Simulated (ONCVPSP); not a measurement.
**Tungsten: generating and testing an ONCV potential**

Aim: build the potential from the settings below, then test how well it stands in for the atom: other configurations, scattering, ghost states and the plane-wave cutoff that it needs.

Method: ONCVPSP 4.0.1.1 (patched build), PBE, scalar-relativistic.

### Step 1. The atom and the settings

Typed settings, in words:

```json
{
 "element": "tungsten (W, Z = 74)",
 "type": "optimised norm-conserving Vanderbilt (ONCV)",
 "frozen core": "[Kr] 4d10",
 "valence charge": "28",
 "reference configuration": "4f14 5s2 5p6 5d4 6s2",
 "partial waves": "5s+6s: rc 1.80 bohr, ncon 5, nbas 9, qcut 8.7 1/bohr, 2 projectors; 5p: rc 1.60 bohr, ncon 3, nbas 5, qcut 6.8 1/bohr, 3 projectors, debl 3.6 Ha; 5d: rc 2.55 bohr, ncon 4, nbas 8, qcut 5.9 1/bohr, 3 projectors, debl 3.8 Ha; 4f: rc 1.00 bohr, ncon 3, nbas 8, qcut 14 1/bohr, 2 projectors, debl 1.6 Ha",
 "local potential": "polynomial inside 0.90 bohr (lpopt 5, dvloc0 -1 Ha)",
 "core correction": "Teter function, fcfact 3.5, rcfact 1.8"
}
```

The outer shells as boxes (Hund's rule for the drawing; the calculation is spin-unpolarised):

```
[Kr] core
4d [↑↓][↑↓][↑↓][↑↓][↑↓]
4f [↑↓][↑↓][↑↓][↑↓][↑↓][↑↓][↑↓]
5s [↑↓]
5p [↑↓][↑↓][↑↓]
5d [↑ ][↑ ][↑ ][↑ ][  ]
6s [↑↓]
```

The nodes and maxima of the atom's own shells, from an earlier all-electron run, set the scale for the radii.

All-electron outer shells of the reference configuration (PBE, scalar-relativistic, ld1.x):

```
shell  level (eV)  outermost node (bohr)  outermost maximum (bohr)
   4d     -238.43                   0.22                      0.45
   5s      -79.07                   0.53                      0.96
   5p      -43.20                   0.57                      1.09
   4f      -33.21                      –                      0.43
   6s       -5.71                   1.28                      2.67
   5d       -4.48                   0.63                      1.49
   6p       -1.36                   1.54                      3.75
```

### Step 2. The generation run

File W.dat:

```
# ATOM AND REFERENCE CONFIGURATION
# atsym  z   nc   nv     iexc    psfile
  W 74.00    9    5        4      upf
#
#   n    l    f
    1    0    2.00
    2    0    2.00
    2    1    6.00
    3    0    2.00
    3    1    6.00
    3    2   10.00
    4    0    2.00
    4    1    6.00
    4    2   10.00
    4    3   14.00
    5    0    2.00
    5    1    6.00
    5    2    4.00
    6    0    2.00
#
# PSEUDOPOTENTIAL AND OPTIMIZATION
# lmax
    3
#
#   l,   rc,      ep,       ncon, nbas, qcut
    0    1.80    0.00    5    9    8.70
    1    1.60    0.00    3    5    6.80
    2    2.55    0.00    4    8    5.90
    3    1.00    0.00    3    8   14.00
#
# LOCAL POTENTIAL
# lloc, lpopt,  rc(5),   dvloc0
    4    5    0.90   -1.00
#
# VANDERBILT-KLEINMAN-BYLANDER PROJECTORs
# l, nproj, debl
    0    2    3.30
    1    3    3.60
    2    3    3.80
    3    2    1.60
#
# MODEL CORE CHARGE
# icmod, fcfact, rcfact
    3    3.50    1.80
#
# LOG DERIVATIVE ANALYSIS
# epsh1, epsh2, depsh
   -4.00    5.00    0.02
#
# OUTPUT GRID
# rlmax, drl
    6.00    0.01
#
# TEST CONFIGURATIONS
# ncnf
    4
# nvcnf
#   n    l    f
    5
    4    3   14.00
    5    0    2.00
    5    1    6.00
    5    2    4.00
    6    0    1.00
#
    5
    4    3   14.00
    5    0    2.00
    5    1    6.00
    5    2    4.00
    6    0    0.00
#
    5
    4    3   14.00
    5    0    2.00
    5    1    6.00
    5    2    3.00
    6    0    0.00
#
    5
    4    3   13.00
    5    0    2.00
    5    1    6.00
    5    2    4.00
    6    0    2.00
#
```

Started as:

```console
oncvpsp.x < W.dat > W.out
```

What the program wrote to W.out (without the consistency checks and plot data):

```text
ONCVPSP  (Optimized Norm-Conservinng Vanderbilt PSeudopotential)
scalar-relativistic version 4.0.1.1, modified

#   n    l    f        energy (Ha)
    1    0    2.00    -2.5540165E+03
    2    0    2.00    -4.4081250E+02
    2    1    6.00    -3.8546869E+02
    3    0    2.00    -1.0152223E+02
    3    1    6.00    -8.5135760E+01
    3    2   10.00    -6.6302367E+01
    4    0    2.00    -2.0944040E+01
    4    1    6.00    -1.5570103E+01
    4    2   10.00    -8.7621447E+00
    4    3   14.00    -1.2203271E+00
    5    0    2.00    -2.9058909E+00
    5    1    6.00    -1.5876493E+00
    5    2    4.00    -1.6464925E-01
    6    0    2.00    -2.0995059E-01

Reference configufation results
  iterations    36
  all-electron total energy (Ha)   -1.61425134D+04

Begin loop to  construct optimized pseudo wave functions
and semi-local pseudopoentials for all angular momenta

Calculating optimized projector #   1

 for l=   0

    Fraction of norm inside rc  0.966160
    Optimizing pswf for qcut=   8.69 a_B^-1,  ecut=  37.79 Ha
    Residual kinetic energy error=  2.68D-07 Ha

    Energy error per electron        Cutoff
         Ha          eV             Ha
         0.01000     0.27211       20.01
         0.00100     0.02721       25.45
         0.00010     0.00272       29.57
         0.00001     0.00027       33.07

Calculating optimized projector #   2

 for l=   0

    Fraction of norm inside rc  0.076973
    Optimizing pswf for qcut=   8.69 a_B^-1,  ecut=  37.79 Ha
    Residual kinetic energy error=  1.17D-07 Ha

    Energy error per electron        Cutoff
         Ha          eV             Ha
         0.01000     0.27211       15.80
         0.00100     0.02721       22.48
         0.00010     0.00272       27.72
         0.00001     0.00027       31.86

   Wellstate for l =  1  n =  7
     eigenvalue =   2.0124
     asymptotic potential =   2.5124
     half-point radius =  3.3318

   Wellstate for l =  1  n =  8
     eigenvalue =   5.6124
     asymptotic potential =   6.1124
     half-point radius =  2.9405

Calculating optimized projector #   1

 for l=   1

    Fraction of norm inside rc  0.810739
    Optimizing pswf for qcut=   6.79 a_B^-1,  ecut=  23.08 Ha
    Residual kinetic energy error=  6.67D-05 Ha

    Energy error per electron        Cutoff
         Ha          eV             Ha
         0.01000     0.27211        8.43
         0.00100     0.02721       16.48
         0.00010     0.00272       22.30
         0.00001     0.00027       46.35

Calculating optimized projector #   2

 for l=   1

    Fraction of norm inside rc  0.077765
    Optimizing pswf for qcut=   6.79 a_B^-1,  ecut=  23.08 Ha
    Residual kinetic energy error=  2.28D-04 Ha

    Energy error per electron        Cutoff
         Ha          eV             Ha
         0.01000     0.27211        8.65
         0.00100     0.02721       18.90
         0.00010     0.00272       28.09
         0.00001     0.00027       43.52

Calculating optimized projector #   3

 for l=   1

    Fraction of norm inside rc  0.095542
    Optimizing pswf for qcut=   6.79 a_B^-1,  ecut=  23.08 Ha
    Residual kinetic energy error=  1.24D-03 Ha

    Energy error per electron        Cutoff
         Ha          eV             Ha
         0.01000     0.27211       16.57
         0.00100     0.02721       23.73
         0.00010     0.00272       42.10
         0.00001     0.00027       50.16

   Wellstate for l =  2  n =  8
     eigenvalue =   3.6354
     asymptotic potential =   4.1354
     half-point radius =  4.1247

   Wellstate for l =  2  n = 10
     eigenvalue =   7.4354
     asymptotic potential =   7.9354
     half-point radius =  4.2615

Calculating optimized projector #   1

 for l=   2

    Fraction of norm inside rc  0.753748
    Optimizing pswf for qcut=   5.90 a_B^-1,  ecut=  17.40 Ha
    Residual kinetic energy error=  9.07D-07 Ha

    Energy error per electron        Cutoff
         Ha          eV             Ha
         0.01000     0.27211        9.34
         0.00100     0.02721       12.01
         0.00010     0.00272       14.05
         0.00001     0.00027       15.87

Calculating optimized projector #   2

 for l=   2

    Fraction of norm inside rc  0.194144
    Optimizing pswf for qcut=   5.90 a_B^-1,  ecut=  17.40 Ha
    Residual kinetic energy error=  6.55D-05 Ha

    Energy error per electron        Cutoff
         Ha          eV             Ha
         0.01000     0.27211       12.63
         0.00100     0.02721       15.24
         0.00010     0.00272       17.15
         0.00001     0.00027       26.16

Calculating optimized projector #   3

 for l=   2

    Fraction of norm inside rc  0.135433
    Optimizing pswf for qcut=   5.90 a_B^-1,  ecut=  17.40 Ha
    Residual kinetic energy error=  2.22D-03 Ha

    Energy error per electron        Cutoff
         Ha          eV             Ha
         0.01000     0.27211       14.54
         0.00100     0.02721       20.52
         0.00010     0.00272       46.69
         0.00001     0.00027       58.30

   Wellstate for l =  3  n =  5
     eigenvalue =   0.3797
     asymptotic potential =   0.8797
     half-point radius =  7.7853

Calculating optimized projector #   1

 for l=   3

    Fraction of norm inside rc  0.898977
    Optimizing pswf for qcut=  14.00 a_B^-1,  ecut=  97.99 Ha
    Residual kinetic energy error=  1.93D-03 Ha

    Energy error per electron        Cutoff
         Ha          eV             Ha
         0.01000     0.27211       88.97
         0.00100     0.02721      134.97
         0.00010     0.00272      404.71

Calculating optimized projector #   2

 for l=   3

    Fraction of norm inside rc  0.001811
    Optimizing pswf for qcut=  14.00 a_B^-1,  ecut=  97.99 Ha
    Residual kinetic energy error=  1.52D-05 Ha

    Energy error per electron        Cutoff
         Ha          eV             Ha
         0.01000     0.27211       50.83
         0.00100     0.02721       73.24
         0.00010     0.00272       88.08
         0.00001     0.00027      101.86

Construct Vanderbilt / Kleinmman-Bylander projectors

B matrix Hermiticity error, ll=   0
   1   2    3.5732E-04

  Orthonormal projector coefficients  2.0692E+01  1.8253E+00

B matrix Hermiticity error, ll=   1
   1   2   -5.3187E-04
   1   3    9.5001E-04
   2   3    2.8877E-04

  Orthonormal projector coefficients  2.1608E+01  4.9550E+00  7.9473E-01

B matrix Hermiticity error, ll=   2
   1   2    2.3862E-04
   1   3    4.8480E-04
   2   3   -2.6049E-04

  Orthonormal projector coefficients  4.1767E+01  4.2120E+00 -2.8532E-01

B matrix Hermiticity error, ll=   3
   1   2    8.9361E-05

  Orthonormal projector coefficients -2.1330E+01 -9.2146E+00

Model core correction analysis
  based on d2Exc/dn_idn_j

d2excae - all-electron derivatives

   -2.513205D-02   -1.148808D-02   -8.033145D-03   -2.675293D-03
   -8.675690D-04
   -1.148793D-02   -2.864947D-02   -2.496484D-02   -1.054594D-02
   -1.580830D-03
   -8.033045D-03   -2.496484D-02   -2.512009D-02   -1.429828D-02
   -2.556739D-03
   -2.675264D-03   -1.054592D-02   -1.429828D-02   -1.789952D-02
   -1.296839D-02
   -8.675530D-04   -1.580716D-03   -2.556396D-03   -1.296653D-02
   -2.405101D-02

d2excps - pseudofunction derivatives with no core correction

   -4.371721D-02   -1.730478D-02   -1.191777D-02   -2.762786D-03
   -1.412642D-03
   -1.730468D-02   -2.891625D-02   -2.500379D-02   -1.076142D-02
   -1.581000D-03
   -1.191774D-02   -2.500383D-02   -2.450948D-02   -1.432244D-02
   -2.600671D-03
   -2.762760D-03   -1.076139D-02   -1.432241D-02   -1.841558D-02
   -1.301918D-02
   -1.412640D-03   -1.580888D-03   -2.600328D-03   -1.301734D-02
   -2.403647D-02

rms 2nd derivative error    4.217507E-03

rmatch, rhocmatch    0.5627  110.9376

Teter function model core charge with specified parameters

d2excps - pseudofunction derivatives with core correction

   -2.389880D-02   -1.068046D-02   -7.761499D-03   -2.200447D-03
   -8.229421D-04
   -1.068041D-02   -2.103902D-02   -1.961314D-02   -9.586588D-03
   -1.101592D-03
   -7.761452D-03   -1.961310D-02   -2.071429D-02   -1.342690D-02
   -2.299091D-03
   -2.200419D-03   -9.586511D-03   -1.342680D-02   -1.814975D-02
   -1.296536D-02
   -8.229254D-04   -1.101466D-03   -2.298750D-03   -1.296352D-02
   -2.399522D-02

rms 2nd derivative error    2.383754E-03

Pseudoatom total energy -356.342519

Diagnostic tests using Vanderbilt-Kleinman-Bylander pseudopotentials
  1 or more projectors used as specified by nproj input data

   l    rcore       rmatch      e in        delta e   norm test  slope test

   0   1.8068413   1.8617009  -2.9058909   0.0000103   1.0002368   1.0002242
   0   1.8068413   1.8617009  -0.2099506   0.0000036   1.0000370   1.0000261

   1   1.6030992   1.6517728  -1.5876493   0.0000265   1.0001816   1.0002158
   1   1.6030992   1.6517728   2.0123507   0.0000991   1.0004128   1.0004128
   1   1.6030992   1.6517728   5.6123507   0.0002734   1.0005207   1.0005207

   2   2.5562474   2.6338606  -0.1646492   0.0000003   1.0000673   1.0000743
   2   2.5562474   2.6338606   3.6353508   0.0000051   1.0001065   1.0001065
   2   2.5562474   2.6338606   7.4353508   0.0001291   1.0003882   1.0003882

   3   1.0053514   1.0358761  -1.2203271  -0.0004492   1.0003097   1.0001965
   3   1.0053514   1.0358761   0.3796729   0.0001377   1.0007375   1.0007375

 Testing for bound ghosts
   n   l    E NL Schr. Eq   E Basis Diag.   E Cutoff

       0                       -6.305794    107.61  WARNING - GHOST(-)
   1   0       -2.905881       -2.905877    107.61
   2   0       -0.209947       -0.175638    107.61

   2   1       -1.587623       -1.587606     60.42

   3   2       -0.164649       -0.164187     67.87

   4   3       -1.220776       -1.219713    385.37

 Testing for highly-localized positive-energy ghosts
       l    <radius>/rc     E Basis Diag.   E Cutoff

       1        0.380569       13.627672     60.42  WARNING - GHOST(+)

       2        0.723341       49.120268     67.87  WARNING - GHOST(+)

Test configuration 0

   n   l     f        eae           eps        diff
   1   0  2.0000-2554.01648257
   2   0  2.0000 -440.81249975
   2   1  6.0000 -385.46869021
   3   0  2.0000 -101.52222840
   3   1  6.0000  -85.13576036
   3   2 10.0000  -66.30236720
   4   0  2.0000  -20.94403960
   4   1  6.0000  -15.57010256
   4   2 10.0000   -8.76214472
   4   3 14.0000   -1.22032709   -1.22077626   -4.49D-04
   5   0  2.0000   -2.90589091   -2.90588058    1.03D-05
   5   1  6.0000   -1.58764932   -1.58762280    2.65D-05
   5   2  4.0000   -0.16464925   -0.16464899    2.63D-07
   6   0  2.0000   -0.20995059   -0.20994700    3.58D-06

    Total energies and differences
      AE_ref= -1.61425134D+04  AE_tst= -1.61425134D+04  dif=  0.00D+00
      PS_ref= -3.56342519D+02  PS_tst= -3.56342519D+02  dif=  9.66D-11
      PSP excitation error= -9.66D-11

Test configuration 1

   n   l     f        eae           eps        diff
   1   0  2.0000-2554.29339267
   2   0  2.0000 -441.08744223
   2   1  6.0000 -385.74369191
   3   0  2.0000 -101.79738334
   3   1  6.0000  -85.41091876
   3   2 10.0000  -66.57739252
   4   0  2.0000  -21.21929772
   4   1  6.0000  -15.84531711
   4   2 10.0000   -9.03722917
   4   3 14.0000   -1.49534176   -1.49769982   -2.36D-03
   5   0  2.0000   -3.18114191   -3.18180384   -6.62D-04
   5   1  6.0000   -1.86379527   -1.86413057   -3.35D-04
   5   2  4.0000   -0.43098130   -0.43105503   -7.37D-05
   6   0  1.0000   -0.44766545   -0.44771012   -4.47D-05

    Total energies and differences
      AE_ref= -1.61425134D+04  AE_tst= -1.61421869D+04  dif=  3.26D-01
      PS_ref= -3.56342519D+02  PS_tst= -3.56015926D+02  dif=  3.27D-01
      PSP excitation error= -1.31D-04

Test configuration 2

   n   l     f        eae           eps        diff
   1   0  2.0000-2554.61257383
   2   0  2.0000 -441.40399517
   2   1  6.0000 -386.06033646
   3   0  2.0000 -102.11383988
   3   1  6.0000  -85.72738216
   3   2 10.0000  -66.89373317
   4   0  2.0000  -21.53583630
   4   1  6.0000  -16.16181158
   4   2 10.0000   -9.35356450
   4   3 14.0000   -1.81143461   -1.81619925   -4.76D-03
   5   0  2.0000   -3.49679521   -3.49837228   -1.58D-03
   5   1  6.0000   -2.17922323   -2.18010997   -8.87D-04
   5   2  4.0000   -0.73062511   -0.73085473   -2.30D-04

    Total energies and differences
      AE_ref= -1.61425134D+04  AE_tst= -1.61416107D+04  dif=  9.03D-01
      PS_ref= -3.56342519D+02  PS_tst= -3.55439384D+02  dif=  9.03D-01
      PSP excitation error= -4.48D-04

Test configuration 3

   n   l     f        eae           eps        diff
   1   0  2.0000-2555.09139038
   2   0  2.0000 -441.88462466
   2   1  6.0000 -386.54100199
   3   0  2.0000 -102.59157382
   3   1  6.0000  -86.20512918
   3   2 10.0000  -67.37199265
   4   0  2.0000  -22.01305344
   4   1  6.0000  -16.63916079
   4   2 10.0000   -9.83111873
   4   3 14.0000   -2.28795387   -2.28876245   -8.09D-04
   5   0  2.0000   -3.96754052   -3.96758051   -4.00D-05
   5   1  6.0000   -2.63955155   -2.63958141   -2.99D-05
   5   2  3.0000   -1.14320517   -1.14274633    4.59D-04

    Total energies and differences
      AE_ref= -1.61425134D+04  AE_tst= -1.61406779D+04  dif=  1.84D+00
      PS_ref= -3.56342519D+02  PS_tst= -3.54506504D+02  dif=  1.84D+00
      PSP excitation error= -5.50D-04

Test configuration 4

   n   l     f        eae           eps        diff
   1   0  2.0000-2554.75796348
   2   0  2.0000 -441.58724243
   2   1  6.0000 -386.23883220
   3   0  2.0000 -102.34710883
   3   1  6.0000  -85.95974475
   3   2 10.0000  -67.12199204
   4   0  2.0000  -21.72723652
   4   1  6.0000  -16.34076007
   4   2 10.0000   -9.51746380
   4   3 13.0000   -1.94266962   -1.92516915    1.75D-02
   5   0  2.0000   -3.44108428   -3.45321634   -1.21D-02
   5   1  6.0000   -2.07784190   -2.08819697   -1.04D-02
   5   2  4.0000   -0.54929313   -0.54481519    4.48D-03
   6   0  2.0000   -0.49592432   -0.49772783   -1.80D-03

    Total energies and differences
      AE_ref= -1.61425134D+04  AE_tst= -1.61409406D+04  dif=  1.57D+00
      PS_ref= -3.56342519D+02  PS_tst= -3.54779571D+02  dif=  1.56D+00
      PSP excitation error=  9.78D-03
```

It took 5.2 s on 1 thread of Intel Xeon 6975P-C, shared host.

Partial waves on a coarse radial grid (AE all-electron, PS pseudo):

```csv
r (bohr),5d AE,5d PS
0.128,0.2076,0.0025
0.255,-0.1357,0.0187
0.382,-0.3253,0.0588
0.510,-0.2175,0.1276
0.638,0.0106,0.2221
0.765,0.2399,0.3329
0.893,0.4295,0.4494
1.020,0.5670,0.5570
1.148,0.6589,0.6465
1.275,0.7123,0.7097
1.402,0.7370,0.7455
1.530,0.7409,0.7562
1.658,0.7300,0.7464
1.785,0.7094,0.7228
1.912,0.6825,0.6912
2.040,0.6517,0.6560
2.168,0.6188,0.6203
2.295,0.5854,0.5857
2.422,0.5521,0.5520
2.550,0.5191,0.5190
2.678,0.4870,0.4870
2.805,0.4564,0.4564
2.932,0.4271,0.4271
3.060,0.3990,0.3990
3.188,0.3723,0.3723
3.315,0.3473,0.3473
```

Densities times 4π (e/bohr³); a dash where the program caps the true core:

```csv
r (bohr),pseudo valence,true core,model core
0.128,1.138,–,369.1
0.382,72.77,329.6,246.1
0.638,85.35,58.42,104.9
0.893,21.01,5.133,26.3
1.148,9.733,0.4173,3.059
1.402,4.72,0.03528,0.0619
1.658,2.229,0.003054,0.007876
1.912,1.133,0.0002785,0.001013
2.168,0.64,2.577e-05,0.0003315
2.422,0.4013,2.505e-06,6.466e-05
2.678,0.2667,2.222e-07,3.327e-05
2.932,0.183,0,7.708e-06
3.188,0.1267,0,0
```

### Step 3. Transferability, from the output's test configurations

Energies count from the reference configuration 4f14 5s2 5p6 5d4 6s2; the error is all-electron less pseudo.

```tsv
valence configuration	charge	ΔE all-electron (eV)	error AE − PS (meV)
4f14 5s2 5p6 5d4 6s1	+1	8.883	-3.6
4f14 5s2 5p6 5d4 6s0	+2	24.563	-12
4f14 5s2 5p6 5d3 6s0	+3	49.946	-15
4f13 5s2 5p6 5d4 6s2	+1	42.796	+266
```

### Step 4. Logarithmic derivatives

Taken from the files of the generation run. The phase is arctan(r·R′/R) of the radial function R, unwrapped, with energies in Ha. A pole is an energy at which the radial function vanishes at the test radius. The pseudo phase is shifted by a multiple of π to meet the all-electron one at the reference energy. Levels narrower than the energy grid can be missing from the poles. The last column is the largest difference on the grid between −0.5 and +0.5 Ha.

```tsv
channel	radius (bohr)	reference (Ha)	poles AE	poles PS	window around the reference with phases within 0.05 rad (Ha)	largest difference near zero (rad)
s	1.83	-0.21	-2.63	-2.63	the whole range	0.000
p	1.62	-1.59	-0.44	-0.44	the whole range	0.000
d	2.59	-0.16	0.16, 3.51	0.16, 3.51	the whole range	0.001
f	1.02	-1.22	-0.27	-0.27	the whole range	0.000
```

Phases (rad) along the scan:

```csv
E (Ha),d AE,d PS,s AE,s PS
-3.98,1.410,1.410,1.133,1.133
-3.50,1.397,1.397,0.768,0.768
-3.02,1.380,1.381,-1.162,-1.162
-2.54,1.358,1.358,-1.609,-1.609
-2.06,1.326,1.327,-1.737,-1.737
-1.58,1.275,1.275,-1.825,-1.825
-1.10,1.171,1.172,-1.916,-1.916
-0.62,0.787,0.788,-2.043,-2.043
-0.14,-1.214,-1.214,-2.260,-2.260
0.34,-1.676,-1.675,-2.708,-2.708
0.82,-1.960,-1.957,-3.467,-3.467
1.30,-2.938,-2.917,-4.031,-4.032
1.78,-4.236,-4.232,-4.299,-4.300
2.26,-4.511,-4.510,-4.439,-4.439
2.74,-4.618,-4.617,-4.523,-4.524
3.22,-4.682,-4.682,-4.581,-4.581
3.70,-4.732,-4.732,-4.623,-4.624
4.18,-4.783,-4.783,-4.657,-4.658
4.66,-4.853,-4.852,-4.685,-4.686
```

### Step 5. Plane-wave cutoff and ghosts

Read off the output, the cutoffs (Ha) at which the residual kinetic energy of the hardest occupied pseudo-wave falls to 1 and 0.1 mHa per electron: 135 Ha and 405 Ha.

The program's own ghost test: GHOST(-) flagged for s at -171.6 eV; GHOST(+) flagged for p at 370.8 eV, d at 1336.6 eV.

Cutoff (Ha) at which the first wave of each channel reaches a given error (Ha per electron):

```csv
error,s,p,d,f
1.0e-02,20.0,8.4,9.3,89.0
3.2e-03,22.9,9.9,10.7,95.1
1.0e-03,25.4,16.5,12.0,135.0
3.2e-04,27.7,19.4,13.1,293.5
1.0e-04,29.6,22.3,14.1,404.7
```

### Step 6. Summary of results

| quantity | value |
| --- | --- |
| cutoffs for 1 and 0.1 mHa per electron, occupied waves | 135 Ha and 405 Ha |
| bound ghosts | s at -171.59 eV |
| GHOST(+) flags | p at 371 eV, d at 1337 eV |
| largest miss of a reference level | 12 meV (4f) |
| largest test error (AE − PS) | +266 meV, for 4f13 5s2 5p6 5d4 6s2 |
| largest phase difference near zero energy, channels read | 0.001 rad |
| rms error of d²Exc/dn², without and with the model core | 4.22 and 2.38 mHa |

A bound ghost (s) makes it unfit for use: electrons can fall into a state that the atom doesn't have. The worst unpolarised test, 4f13 5s2 5p6 5d4 6s2, is off by 266 meV on 42.8 eV; by total energies transferability rates as poor. By its cutoff, 135 Ha for the looser tolerance, it is very hard. The tighter tolerance needs 405 Ha, and converged work needs a cutoff nearer that. At the looser tolerance the 4f wave is the slowest; 5s needs 25 Ha. Near zero energy the phases of the channels with partial waves agree within 0.001 rad. The program also flags highly localised states, GHOST(+) (p, d). These are tests on the free atom; a crystal test is still owed.
